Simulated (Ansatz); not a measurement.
# C2H7ClF2MoO3: the cost of one run

Program: Ansatz 0.2.0, Gaussian basis. Level of theory: one geometry, several basis sets. These are calculated values, not measurements.

Plan: PBE0-D4/def2-SVP; ωB97M-V/def2-SVP; PBE0-D4/def2-QZVPP; ωB97M-V/def2-QZVPP; the functionals' def2-TZVPP values are taken from earlier runs.

1 further run of the same task is left out (for a known fault of the program). Runs told in other sessions of the task aren't counted.

## (1) The relaxed structure

All runs share one geometry, relaxed beforehand with PBE0-D4 in a triple-zeta def2 set. Mo takes the def2 core potential; no spin-orbit term is included.

SMILES `C[O][Mo]([OH])([F])([F])([Cl])[O]C`, 16 atoms, charge 0, spin multiplicity 1.

Atoms are counted from 1 here; the program's logs count them from 0.

Bond lengths: C1–O2 1.397 Å, C1–H10 1.094 Å, C1–H11 1.091 Å, C1–H12 1.095 Å, O2–Mo3 1.818 Å, Mo3–O4 1.892 Å, Mo3–F5 1.869 Å, Mo3–F6 1.874 Å, Mo3–Cl7 2.344 Å, Mo3–O8 1.813 Å, O4–H13 0.964 Å, O8–C9 1.392 Å, C9–H14 1.095 Å, C9–H15 1.093 Å, C9–H16 1.092 Å. Angles: O2–C1–H10 109.3°, O2–C1–H11 108.9°, O2–C1–H12 108.3°, H10–C1–H11 110.9°, H10–C1–H12 109.4°, H11–C1–H12 110.1°, C1–O2–Mo3 134.3°, O2–Mo3–O4 85.2°, O2–Mo3–F5 86.4°, O2–Mo3–F6 164.6°, O2–Mo3–Cl7 101.9°, O2–Mo3–O8 96.1°, O4–Mo3–F5 92.9°, O4–Mo3–F6 81.7°, O4–Mo3–Cl7 171.5°, O4–Mo3–O8 99.4°, F5–Mo3–F6 86.2°, F5–Mo3–Cl7 82.9° and more.

## (2) PBE0-D4 in def2-SVP

File in.yaml:

```yaml
crystal:
  periodic: [false, false, false]
  atoms:
    - {symbol: C, position_ang: [1.724951, -0.575075, -1.999982]}
    - {symbol: O, position_ang: [1.043209, -0.526440, -0.781238]}
    - {symbol: Mo, position_ang: [-0.107489, 0.655903, -0.017218]}
    - {symbol: O, position_ang: [-1.158909, 0.390833, -1.567240]}
    - {symbol: F, position_ang: [0.915785, 1.994553, -0.826169]}
    - {symbol: F, position_ang: [-1.385304, 1.991738, 0.289958]}
    - {symbol: Cl, position_ang: [1.074791, 1.311724, 1.898003]}
    - {symbol: O, position_ang: [-0.903842, -0.538284, 1.089739]}
    - {symbol: C, position_ang: [-1.198388, -0.925839, 2.393614]}
    - {symbol: H, position_ang: [2.277755, 0.357988, -2.142410]}
    - {symbol: H, position_ang: [2.402218, -1.430243, -1.991531]}
    - {symbol: H, position_ang: [0.988458, -0.686667, -2.802663]}
    - {symbol: H, position_ang: [-1.876335, 1.024364, -1.679555]}
    - {symbol: H, position_ang: [-0.462855, -0.475484, 3.068702]}
    - {symbol: H, position_ang: [-2.200988, -0.576423, 2.653445]}
    - {symbol: H, position_ang: [-1.155963, -2.015246, 2.458846]}
basis:
  gaussian: {orbitals: def2-SVP}
hamiltonian: {xc: pbe0, dispersion: d4}
output: {orbitals: {seedname: orbitals}}
```

The run is started by

```sh
$ ansatz run in.yaml --threads 4 --pin off --events-out ev --progress --plain --max-ram 41984MiB --backend cpu
```

**Question.** How long does this run take on 4 threads of AMD EPYC 7R13, shared host, and how much memory does it need?

About 4.1 s, with a peak of 0.81 GiB.
